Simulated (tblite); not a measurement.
# C6H13BN2O: the cost of one run

Programs: tblite 0.8.0 and PySCF 2.14.0, with density-fitted response routines of our own. Each step states its level of theory. These are calculated values for one molecule in the gas phase, unless marked as measured. Atoms count from 0, in the outputs and in this text.

## 1. The starting structure

23 atoms, charge 0, multiplicity 1; geometry from: force field or distance geometry start.

Bonds of the start (Å): C0–N1 1.44, N1–B2 1.54, B2–N3 1.55, N3–C4 1.44, N3–C5 1.42, C5–O6 1.28, C5–C7 1.47, C7–C8 1.50, C8–C9 1.50, C9–C7 1.52, C0–H10 1.10, C0–H11 1.12, C0–H12 1.12, N1–H13 1.04, B2–H14 1.19, C4–H15 1.09, C4–H16 1.12, C4–H17 1.13, C7–H18 1.11, C8–H19 1.10, C8–H20 1.11, C9–H21 1.10, C9–H22 1.14.

## 2. Optimising the geometry with GFN2-xTB

What the job is given:

```
{"job": {"kind": "relax", "xc": "GFN2-xTB", "basis": "xTB"}, "charge": 0, "multiplicity": 1}
C      3.177800     0.894300    -0.468000
N      2.681700    -0.437000    -0.243900
B      1.654100    -0.492900     0.902200
N      0.219200    -0.808400     0.411400
C     -0.175400    -2.190200     0.376500
C     -0.610400     0.284500     0.057900
O     -0.177500     1.492000     0.130000
C     -1.998000     0.141400    -0.416200
C     -2.551200     1.110600    -1.419400
C     -2.887600     1.295000     0.030600
H      4.209900     0.929400    -0.091900
H      3.103100     1.144000    -1.556700
H      2.564500     1.664100     0.073700
H      3.428500    -1.134800    -0.043000
H      1.931900    -1.039000     1.922900
H     -1.114900    -2.379400    -0.136200
H     -0.244300    -2.536400     1.443200
H      0.688800    -2.768500    -0.067000
H     -2.443600    -0.874300    -0.503800
H     -3.322400     0.699600    -2.080600
H     -1.914600     1.862500    -1.920500
H     -3.852800     0.979900     0.455100
H     -2.371600     2.190500     0.512800
```

On the command line:

```
OMP_NUM_THREADS=1 python probes_run.py task.json out
```

This one command runs all jobs of the session in turn.

Q: Estimate the wall time of this first job on 1 thread of Arm Neoverse N1, shared host.

About 3.5 s.
